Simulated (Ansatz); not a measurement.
Crystal: Ge3Pd.

```
Pd Ge
1.0
     4.14202    0.00000    0.00000
     0.00000    4.14202    0.00000
     0.00000    0.00000    4.14202
Pd Ge
1 3
Direct
  0.00000 0.00000 0.00000
  0.50000 0.50000 0.00000
  0.50000 0.00000 0.50000
  0.00000 0.50000 0.50000
```

The cell comes from a database or a generator and needn't be the stable form of this composition.

Base run:

```yaml
Program: Ansatz 0.2.0
Functional: PBEsol
Potentials_or_basis: Ansatz PAW
Cutoff: "420 eV (not typed: the program's choice for these potentials)"
k_mesh: 7 × 7 × 7
Occupations: fermi-dirac, width 0.05 eV
Spin: no spin polarisation
Hubbard_terms: Pd d U = 3 eV
```

Its results: band gap on the k mesh none (metal or under the smearing width); pressure -4.2 GPa.

Task: The run is repeated on the same cell with these changes: hubbard terms from Pd d U = 3 eV to Pd d U = 6 eV. What comes out?

Result: Band gap on the k mesh none (metal or under the smearing width); pressure -3.4 GPa.

Caveats: U without spin polarisation on a metal has little footing; the PAW data sets come from PBE, with cores solved anew for the run's functional, which leaves a small shift of forces and pressure; the U is typed as a test and isn't derived for this compound.
